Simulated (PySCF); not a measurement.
# Al2Cl7: relaxation and vibrations and intensities, part 2 of 2

The task, for Al2Cl7: 2 runs in a chain (relaxation and vibrations and intensities).

PySCF 2.14.0; relaxation, b3lyp, def2-tzvpd, and further levels as typed in the inputs.

## (3) Vibrations and intensities: vibrations and intensities, b3lyp, def2-tzvpd

It takes the final geometry of step 2.

File run.py:

```python
from pyscf import gto, dft
from pyscf.hessian import thermo
import numpy as np
mol = gto.M(atom="mol.xyz", basis="def2-tzvpd", charge=-1, verbose=4)
mf = dft.RKS(mol, xc="b3lyp").density_fit().run(conv_tol=1e-9)
mol.verbose = 0; x = mol.atom_coords(); n = x.size; h = np.zeros((n, n + 3))
def point(d):
    m = mol.set_geom_(x + d.reshape(-1, 3), unit="Bohr", inplace=False); s = dft.RKS(m, xc="b3lyp").density_fit()
    s.grids.level = 4
    s.run(mf.make_rdm1(), conv_tol=1e-10); g = s.nuc_grad_method(); g.grid_response = True
    return np.append(g.kernel(), s.dip_moment(unit="AU", verbose=0))
for k in range(n): d = np.zeros(n); d[k] = 0.01; h[k] = (point(d) - point(-d)) / 0.02
H = (h[:, :n] + h[:, :n].T) / 2
f = thermo.harmonic_analysis(mol, H.reshape(mol.natm, 3, mol.natm, 3).transpose(0, 2, 1, 3))
print("harmonic vibrations: frequency (1/cm), infrared intensity (km/mol)")
for w, q in zip(f["freq_wavenumber"], f["norm_mode"]): t = q.ravel() @ h[:, n:]; print(f"  {w.real - w.imag:9.2f} {974.88 * t @ t:9.2f}")
```

Started as:

```sh
python run.py
```

What it wrote:

```text
[INPUT] num. atoms = 9
[INPUT] num. electrons = 146
[INPUT] charge = -1
[INPUT] spin (= nelec alpha-beta = 2S) = 0
[INPUT] symmetry False subgroup None
[INPUT] Mole.unit = angstrom
[INPUT] Symbol           X                Y                Z      unit          X                Y                Z       unit  Magmom
[INPUT]  1 Cl    -0.000117450000   1.054382950000   0.939156730000 AA   -0.000221948333   1.992495005911   1.774749007742 Bohr   0.0
[INPUT]  2 Al     2.046531560000   0.263691470000   1.672408260000 AA    3.867384153679   0.498304659684   3.160393579860 Bohr   0.0
[INPUT]  3 Al    -1.980418600000   0.022260910000   1.543684310000 AA   -3.742448765995   0.042067023184   2.917140568688 Bohr   0.0
[INPUT]  4 Cl     3.363248270000   1.114597220000   0.215367400000 AA    6.355618119217   2.106283485002   0.406985402160 Bohr   0.0
[INPUT]  5 Cl     1.974126840000  -1.859982730000   1.616398340000 AA    3.730559062753  -3.514857956121   3.054550170802 Bohr   0.0
[INPUT]  6 Cl     2.339736490000   1.085178030000   3.616979120000 AA    4.421461169751   2.050689273095   6.835099935070 Bohr   0.0
[INPUT]  7 Cl    -3.371563810000   1.634449730000   1.331053930000 AA   -6.371332212395   3.088662354069   2.515327384726 Bohr   0.0
[INPUT]  8 Cl    -2.297537170000  -1.525996630000   0.113093900000 AA   -4.341716012308  -2.883715697709   0.213716497359 Bohr   0.0
[INPUT]  9 Cl    -1.767292310000  -0.661095560000   3.544920960000 AA   -3.339698447950  -1.249289550566   6.698929747630 Bohr   0.0

nuclear repulsion = 1358.96374013831
number of shells = 142
number of NR pGTOs = 642
number of NR cGTOs = 408
basis = def2-tzvpd
ecp = {}

******** <class 'pyscf.df.df_jk.DFRKS'> ********
method = DFRKS
initial guess = minao
damping factor = 0
level_shift factor = 0
DIIS = <class 'pyscf.scf.diis.CDIIS'>
diis_start_cycle = 1
diis_space = 8
diis_damp = 0
SCF conv_tol = 1e-09
SCF conv_tol_grad = None
SCF max_cycles = 50
direct_scf = False
XC library pyscf.dft.libxc version 7.0.0
    S. Lehtola, C. Steigemann, M. J.T. Oliveira, and M. A.L. Marques.,  SoftwareX 7, 1–5 (2018)
XC functionals = b3lyp
    P. J. Stephens, F. J. Devlin, C. F. Chabalowski, and M. J. Frisch.,  J. Phys. Chem. 98, 11623 (1994)
radial grids:
    Treutler-Ahlrichs [JCP 102, 346 (1995); DOI:10.1063/1.469408] (M4) radial grids

becke partition: Becke, JCP 88, 2547 (1988); DOI:10.1063/1.454033
pruning grids: <function nwchem_prune at 0xf07a02534180>
grids dens level: 3
symmetrized grids: False
atomic radii adjust function: <function treutler_atomic_radii_adjust at 0xf07a02534860>
small_rho_cutoff = 0
Set gradient conv threshold to 3.16228e-05
Initial guess from minao.
tot grids = 170520
******** <class 'pyscf.df.df.DF'> ********
auxbasis = def2-tzvp-jkfit
init E= -3707.50800564408
  HOMO = -0.366459775220043  LUMO = -0.0706476604679551  gap/eV = 8.04946
cycle= 1 E= -3707.07288318102  delta_E= 0.435  |g|= 0.611  |ddm|= 2.83
  HOMO = -0.146882960476206  LUMO = 0.0795677111517215  gap/eV = 6.16204
cycle= 2 E= -3707.05017128491  delta_E= 0.0227  |g|= 0.745  |ddm|= 1.41
  HOMO = -0.184080339195109  LUMO = 0.0808226131848371  gap/eV = 7.20838
cycle= 3 E= -3707.17241673002  delta_E= -0.122  |g|= 0.0988  |ddm|= 0.73
  HOMO = -0.193816647706365  LUMO = 0.0745330754104484  gap/eV = 7.30217
cycle= 4 E= -3707.1744083065  delta_E= -0.00199  |g|= 0.0467  |ddm|= 0.105
  HOMO = -0.192352415859627  LUMO = 0.076303942374558  gap/eV = 7.31051
cycle= 5 E= -3707.17500198531  delta_E= -0.000594  |g|= 0.00239  |ddm|= 0.0371
  HOMO = -0.192661992800374  LUMO = 0.0761853995043861  gap/eV = 7.31571
cycle= 6 E= -3707.17500268892  delta_E= -7.04e-07  |g|= 0.00159  |ddm|= 0.00304
  HOMO = -0.192609570125011  LUMO = 0.0761860410927565  gap/eV = 7.31430
cycle= 7 E= -3707.17500328944  delta_E= -6.01e-07  |g|= 0.000217  |ddm|= 0.00127
  HOMO = -0.192605767357792  LUMO = 0.0761885737604776  gap/eV = 7.31427
cycle= 8 E= -3707.17500329874  delta_E= -9.3e-09  |g|= 3.68e-05  |ddm|= 0.000173
  HOMO = -0.192604473720545  LUMO = 0.0761881228492556  gap/eV = 7.31422
cycle= 9 E= -3707.17500329897  delta_E= -2.35e-10  |g|= 1.66e-05  |ddm|= 3.97e-05
  HOMO = -0.192605066003392  LUMO = 0.0761882525112678  gap/eV = 7.31424
Extra cycle  E= -3707.17500329895  delta_E= 1.82e-11  |g|= 1.88e-05  |ddm|= 2.76e-05
converged SCF energy = -3707.17500329895
harmonic vibrations: frequency (1/cm), infrared intensity (km/mol)
      10.81      0.06
      14.75      0.01
      34.87      0.11
      82.35      0.02
      82.85      0.03
      91.18      0.02
     112.54      0.77
     139.25      5.31
     149.95      3.36
     155.17      0.04
     165.29      8.25
     180.98     41.67
     189.21      0.14
     293.87      6.88
     320.96    130.31
     372.58    190.98
     417.09     10.81
     519.32    102.68
     523.86     72.27
     538.59    253.15
     539.24    191.39
```

It took 2 h on 4 threads of Arm Neoverse N1, shared host.

Harmonic frequencies from the force constants, with isotope-averaged masses (PySCF's default) and rigid motions projected out (i: imaginary):

| mode | cm⁻¹ | IR (km/mol) |
| --- | --- | --- |
| 1 | 11 | 0.1 |
| 2 | 15 | 0.0 |
| 3 | 35 | 0.1 |
| 4 | 82 | 0.0 |
| 5 | 83 | 0.0 |
| 6 | 91 | 0.0 |
| 7 | 113 | 0.8 |
| 8 | 139 | 5.3 |
| 9 | 150 | 3.4 |
| 10 | 155 | 0.0 |
| 11 | 165 | 8.2 |
| 12 | 181 | 41.7 |
| 13 | 189 | 0.1 |
| 14 | 294 | 6.9 |
| 15 | 321 | 130.3 |
| 16 | 373 | 191.0 |
| 17 | 417 | 10.8 |
| 18 | 519 | 102.7 |
| 19 | 524 | 72.3 |
| 20 | 539 | 253.2 |
| 21 | 539 | 191.4 |

## (4) Results

What follows sums up all 2 parts.

```
                     quantity           value
harmonic frequencies (step 3)  11 to 539 cm⁻¹
   zero-point energy (step 3)        0.306 eV
```

In step 3 all modes are real: a minimum.
